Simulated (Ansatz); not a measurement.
**SrIr2: properties at the relaxed cell**

An exercise on one series of results from a longer session: the logs are not shown, and one member is left open.

The COD entry's cell or inner coordinates are ideal or old and differ from later refinements, so a difference from it is no clean test against experiment.

Computed with Ansatz 0.2.0 (DFT PBEsol, scalar-relativistic, plane waves, PAW, unless a step's input says otherwise).

1 further run of the same task is left out (set aside as unsound or not needed).

## Starting point

Symmetry: Fd-3m, No. 227, cubic system. Conventional cell: a = 7.639 Å, b = 7.639 Å, c = 7.639 Å, α = 90.00°, β = 90.00°, γ = 90.00°. Sr (site symmetry -43m) has 12 Ir at 3.17 Å and 4 Sr at 3.31 Å as nearest neighbours. Ir (site symmetry -3m) is surrounded by 6 Ir at 2.70 Å.

Structure file:

```cif
data_structure
_symmetry_space_group_name_H-M 'Fd-3m:1'
_symmetry_Int_Tables_number 227
_cell_length_a 7.6391
_cell_length_b 7.6391
_cell_length_c 7.6391
_cell_angle_alpha 90.000
_cell_angle_beta 90.000
_cell_angle_gamma 90.000
_cell_volume 445.79
loop_
_atom_site_label
_atom_site_type_symbol
_atom_site_symmetry_multiplicity
_atom_site_Wyckoff_symbol
_atom_site_fract_x
_atom_site_fract_y
_atom_site_fract_z
_atom_site_occupancy
Sr1 Sr 8 b 0.00000 0.00000 0.50000 1
Ir1 Ir 16 c 0.12500 0.12500 0.12500 1
```

It is the result of an earlier relaxation at this level (volume 18.57 Å³/atom; gap on the mesh: none (metal)).

The first run:

input.yaml reads:

```yaml
crystal:
  lattice:
    - [0.0, 3.8195554087, 3.8195554087]
    - [3.8195554087, 0.0, 3.8195554087]
    - [3.8195554087, 3.8195554087, 0.0]
  atoms:
    - { symbol: Sr, position: [0.0, 0.0, 0.0] }
    - { symbol: Sr, position: [0.25, 0.25, 0.25] }
    - { symbol: Ir, position: [0.625, 0.625, 0.625] }
    - { symbol: Ir, position: [0.125, 0.625, 0.625] }
    - { symbol: Ir, position: [0.625, 0.625, 0.125] }
    - { symbol: Ir, position: [0.625, 0.125, 0.625] }
basis:
  ecutwfc: 420
kpoints:
  mp_grid: { grid: [8, 8, 8] }
  band_path:
    path:
      - [[0.0, 0.0, 0.0], [0.5, 0.0, 0.5], [0.625, 0.25, 0.625]]
      - [[0.375, 0.375, 0.75], [0.0, 0.0, 0.0], [0.5, 0.5, 0.5], [0.5, 0.25, 0.75], [0.5, 0.0, 0.5]]
    npoints: 14
hamiltonian:
  xc: pbesol
scf:
  occupations: { method: gaussian, width: 0.1 }
  n_extra_bands: 15
output:
  forces: true
  stress: true
  eigenvalues: true
  populations: true
  dos: { projected: true, de: 0.02, nscf_kmesh: { grid: [12, 12, 12] } }
  bader: true
  write_density: true
  write_potential: true
  elf: true
  volumetric_format: npy
```

Started as:

```bash
ansatz run input.yaml --threads 2 --pin off --max-ram 5120MiB --backend cpu --events-out ev --progress --plain --runs-dir out
```

Steps of the session up to this table: Electronic structure at the relaxed geometry; The cell as listed, for comparison; Point at V/V0 = 0.97; Point at V/V0 = 1.03; Point at V/V0 = 0.94; Point at V/V0 = 1.06; The cell scaled to 0.91 of its volume; Volume × 1.10; Point at V/V0 = 0.88.

One table of the session follows, with a row left open; its other results are not shown here.

It belongs to the step «Fit of the equation of state». 

```
volume (Å³/atom)  energy above the lowest point (meV/atom)  pressure (GPa)
          16.346                                     177.9           28.94
          16.903                                      93.9           19.74
          17.460                                      39.2           12.00
          18.017                                       9.2            5.49
          18.575                                       0.0            0.02
          19.132                                       8.3           -4.58
          19.689                                         ?               ?
          20.432                                      80.6          -12.63
```

Estimate the missing values for volume (Å³/atom) = 19.689.

Worked estimate for «energy above the lowest point (meV/atom)». A straight line through the neighbours (19.132, 8.3) and (20.432, 80.6) gives 8.3 + (80.6 − 8.3) × (19.689 − 19.132) / (20.432 − 19.132) = 39.3; a parabola fitted to 3 rows on both sides gives 30.2.

As computed: energy above the lowest point (meV/atom): 31.2; pressure (GPa): -8.44. In «energy above the lowest point (meV/atom)» the line misses by +8.1 and the parabola by -1.0.
